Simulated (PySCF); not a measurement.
**PrH₂: relaxation and vibrations of the doublet**

Where does doublet PrH₂ go from a side-on start, is the end point a minimum, and what are its modes, charges and moments?

Method: PBE0, basis Pr def2-TZVP with ECP28, H def2-TZVP, scalar-relativistic core potentials, no spin–orbit coupling, density fitting; program: PySCF 2.14.0.

## 1. Starting geometry

3 atoms, charge 0, spin multiplicity 2.

Bond lengths: Pr1–H2 2.122 Å, Pr1–H3 2.122 Å, H2–H3 0.840 Å. Angles: H2–Pr1–H3 22.8°, Pr1–H2–H3 78.6°, Pr1–H3–H2 78.6°.

```xyz
3
charge 0 multiplicity 2
Pr    0.0000    0.0000    0.0000
H     0.4200    0.0000    2.0796
H    -0.4200    0.0000    2.0796
```

## 2. Finding the electronic state

One driver script runs all steps and calls PySCF; scf.py shows how it sets up the SCF of each step. The optimiser is the driver's own. After this first run the driver tries any further starts and a stability analysis.

Contents of scf.py:

```python
from pyscf import gto, scf, dft
mol = gto.M(atom='''
Pr     0.000000     0.000000     0.000000
H      0.420000     0.000000     2.079612
H     -0.420000     0.000000     2.079612''',
    basis={'Pr': 'def2-TZVP', 'H': 'def2-TZVP'},
    ecp={'Pr': 'def2-TZVP'},
    charge=0, spin=1)
mf = dft.UKS(mol, xc='PBE0')
mf.grids.atom_grid = (50, 194)
aux = {'Pr': 'def2-universal-JKFIT', 'H': 'def2-universal-JKFIT'}
mf = mf.density_fit(auxbasis=aux)
mf.conv_tol = 1e-08
mf.diis_space = 10
mf.max_cycle = 60
mf.init_guess = 'minao'
mf.verbose = 4
mf.kernel()
```

The run is started by

```sh
$ OMP_NUM_THREADS=2 python axn.py task.json out
```

The program printed, shortened:

```text
[... the frontier levels of the middle cycles are left out ...]
init E= -415.484131440973
[... the frontier-level lines of each cycle are left out ...]
cycle= 1 E= -469.080105785104  delta_E= -53.6  |g|= 17.6  |ddm|= 15.7
cycle= 2 E= -310.765411620308  delta_E=  158  |g|= 21.1  |ddm|= 55.1
cycle= 3 E= -505.689946527523  delta_E= -195  |g|= 5.88  |ddm|= 55.1
cycle= 4 E= -496.350458892749  delta_E= 9.34  |g|= 7.23  |ddm|= 13.5
cycle= 5 E= -515.373260926163  delta_E=  -19  |g|=  3.3  |ddm|= 12.5
cycle= 6 E= -514.630850754214  delta_E= 0.742  |g|=  2.5  |ddm|= 4.28
cycle= 7 E= -515.877259963628  delta_E= -1.25  |g|=  2.7  |ddm|= 3.72
cycle= 8 E= -516.29524066068  delta_E= -0.418  |g|= 2.21  |ddm|= 0.32
cycle= 9 E= -517.268581741651  delta_E= -0.973  |g|= 1.27  |ddm|= 2.35
cycle= 10 E= -516.333941067407  delta_E= 0.935  |g|= 2.23  |ddm|= 2.32
cycle= 11 E= -516.354525932208  delta_E= -0.0206  |g|= 2.24  |ddm|= 0.23
cycle= 12 E= -516.328117201605  delta_E= 0.0264  |g|= 2.24  |ddm|= 0.129
cycle= 13 E= -517.530205242964  delta_E= -1.2  |g|= 1.11  |ddm|=    1
cycle= 14 E= -517.803810726453  delta_E= -0.274  |g|= 0.66  |ddm|= 0.598
[... 15 cycles left out ...]
cycle= 30 E= -517.965388881649  delta_E= 0.00026  |g|= 0.01  |ddm|= 0.0766
cycle= 31 E= -517.966417648871  delta_E= -0.00103  |g|= 0.0385  |ddm|= 0.216
cycle= 32 E= -517.966650144869  delta_E= -0.000232  |g|= 0.0371  |ddm|= 0.0622
cycle= 33 E= -517.967132991713  delta_E= -0.000483  |g|= 0.00422  |ddm|= 0.0878
cycle= 34 E= -517.967316357768  delta_E= -0.000183  |g|= 0.025  |ddm|= 0.103
cycle= 35 E= -517.967467995281  delta_E= -0.000152  |g|= 0.0135  |ddm|= 0.0384
cycle= 36 E= -517.967507124503  delta_E= -3.91e-05  |g|= 0.00754  |ddm|= 0.0127
cycle= 37 E= -517.967521654005  delta_E= -1.45e-05  |g|= 0.00279  |ddm|= 0.00948
cycle= 38 E= -517.967525112063  delta_E= -3.46e-06  |g|= 0.000491  |ddm|= 0.00764
cycle= 39 E= -517.967525266714  delta_E= -1.55e-07  |g|= 0.000635  |ddm|= 0.00303
cycle= 40 E= -517.967525381901  delta_E= -1.15e-07  |g|= 0.000139  |ddm|= 0.00116
cycle= 41 E= -517.967525420997  delta_E= -3.91e-08  |g|= 5.53e-05  |ddm|= 0.000779
cycle= 42 E= -517.967525441536  delta_E= -2.05e-08  |g|= 2.51e-05  |ddm|= 0.000969
cycle= 43 E= -517.967525445988  delta_E= -4.45e-09  |g|= 4.02e-05  |ddm|= 0.000362
Extra cycle  E= -517.967525443244  delta_E= 2.74e-09  |g|= 0.000125  |ddm|= 0.000167
converged SCF energy = -517.967525443244  <S^2> = 2.4610069  2S+1 = 3.2930271
```

This step, with its further starts and checks, took 82 s on 2 threads, shared host.

Energies from each starting density:

| start | energy (Eh) |
| --- | --- |
| the minimal-basis guess | -517.967525 |
| a thermally smeared density | -517.970661 |
| a smeared PBE density | -517.969786 |

This is not the lowest solution: one lies 8.2 kJ/mol lower, at -517.97066 Eh, and the relaxation starts from that.

## 3. Side-on start, doublet: relaxation

The program finds C2v symmetry in the start, which this walk keeps. Threshold on the gradient: 0.0003 Eh/bohr, with a further test on the energy change.

scf.py: that of step 2 with these lines changed.

```diff
@@ -3,3 +3,3 @@
-Pr     0.000000     0.000000     0.000000
-H      0.420000     0.000000     2.079612
-H     -0.420000     0.000000     2.079612''',
+Pr     0.000000     0.000000    -0.029329
+H      0.420000    -0.000000     2.050283
+H     -0.420000     0.000000     2.050283''',
@@ -16 +15,0 @@
-mf.init_guess = 'minao'
```

Steps of the walk:

| step | energy (Eh) | change (kJ/mol) | largest symmetric gradient (Eh/bohr) |
| --- | --- | --- | --- |
| 0 | -517.970661 | 0.00 | 0.02267 |
| 1 | -517.971775 | -2.93 | 0.01809 |
| 2 | -517.974050 | -8.90 | 0.00493 |
| 3 | -517.974367 | -9.73 | 0.00223 |
| 4 | -517.974426 | -9.89 | 0.00039 |
| 5 | -517.974427 | -9.89 | 0.00002 |

The walk took 35 s.

It settles in C2v symmetry, 9.9 kJ/mol below the start, after 5 steps: H–H 0.827 Å, Pr–H 2.324 Å (×2); H–H–Pr 79.8° (×2), H–Pr–H 20.5°.

## 4. Vibrations and properties at this point

The point is checked on the finer grid, and tightened if its gradient asks for it. The Hessian and the dipole derivatives come from central differences of analytic gradients, with steps of 0.02 bohr.

scf.py: that of step 3 with these lines changed.

```diff
@@ -3,3 +3,3 @@
-Pr     0.000000     0.000000    -0.029329
-H      0.420000    -0.000000     2.050283
-H     -0.420000     0.000000     2.050283''',
+Pr     0.000000     0.000000    -0.032259
+H      0.413305    -0.000000     2.255137
+H     -0.413305     0.000000     2.255137''',
@@ -10 +10 @@
-mf.grids.atom_grid = (50, 194)
+mf.grids.atom_grid = (75, 302)
@@ -13 +13 @@
-mf.conv_tol = 1e-08
+mf.conv_tol = 1e-10
```

The driver hands on the density of the step before, so the log starts near convergence.

SCF at the final geometry:

```text
init E= -517.974292666233
[... the frontier-level lines of each cycle are left out ...]
cycle= 1 E= -517.974292666232  delta_E= 9.09e-13  |g|= 1.27e-06  |ddm|= 4.28e-06
Extra cycle  E= -517.974292666241  delta_E= -8.19e-12  |g|= 1.47e-06  |ddm|= 3.99e-06
converged SCF energy = -517.974292666241  <S^2> = 2.4899929  2S+1 = 3.3105848
```

The whole step took 87 s.

Geometry: C2v; H–H 0.827 Å, Pr–H 2.324 Å (×2); H–H–Pr 79.8° (×2), H–Pr–H 20.5°.

Modes, for the most abundant isotopes:

| symmetry | ω (cm⁻¹) | IR (km/mol) | μ (u) |
| --- | --- | --- | --- |
| a1 | 673 | 4.8 | 1.02 |
| b2 | 1071 | 22.6 | 1.01 |
| a1 | 2985 | 1661 | 1.01 |

No imaginary mode, so this is a minimum.

Constants and moments:

* Dipole moment: 0.60 D
* Highest occupied level: -3.44 eV
* Lowest empty level: -1.80 eV
* Rotational constants: 48.96, 1.621, 1.569 cm⁻¹
* Zero-point energy: 28.3 kJ/mol
* Principal polarisabilities: 205.2, 211.7, 227.7 bohr³
* Principal traceless quadrupole moments about the centre of mass: -1.51, -1.47, 2.97 D Å
* Entropy at 298.15 K and 1 bar (electronic part: spin only): 236.2 J/(mol K)
* Heat capacity Cp at 298.15 K: 38.2 J/(mol K)
* Enthalpy at 298.15 K above 0 K: 10.31 kJ/mol
* Rotational symmetry number: 2
* Spin squared ⟨S²⟩: 2.490

Populations by atom (charges in e):

```
atom  Mulliken  Löwdin  polar tensor  spin (Mulliken)  Mayer order to Pr1
 Pr1      0.08   -0.02          0.06             1.26                   –
H2,3     -0.04    0.01         -0.03            -0.13                0.33
```

Mulliken populations on Pr1 (outside its core potential): s 5.23, p 12.12, d 10.83, f 2.74.

## 5. What came out

```
                                          quantity                                                            value
                                           minimum                                  broken-symmetry (Ms = 1/2), C2v
                                          geometry  H–H 0.827 Å, Pr–H 2.324 Å (×2); H–H–Pr 79.8° (×2), H–Pr–H 20.5°
                                wavenumbers (cm⁻¹)                                   673 (a1), 1071 (b2), 2985 (a1)
                                     dipole moment                                                           0.60 D
highest occupied, lowest empty level (either spin)                                                  -3.44, -1.80 eV
                        polar-tensor charge of Pr1                                                          +0.06 e
                                 zero-point energy                                                      28.3 kJ/mol
                               entropy at 298.15 K                                                  236.2 J/(mol K)
                                              ⟨S²⟩                                                            2.490
```

What this shows: The molecule stays C2v, as typed, and the end point is a minimum. The determinant is spin-contaminated (⟨S²⟩ = 2.49 against 0.75), so it is no pure spin state. The strongest infrared band lies at 2985 cm⁻¹ (a1). The first SCF alone would have been 8 kJ/mol too high. Other starts or spin states, not run here, may lie lower. One determinant may miss the lowest occupation of an open d or f shell. With an element this heavy the missing spin–orbit coupling can shift these numbers.

The search up to here took 3.4 min.
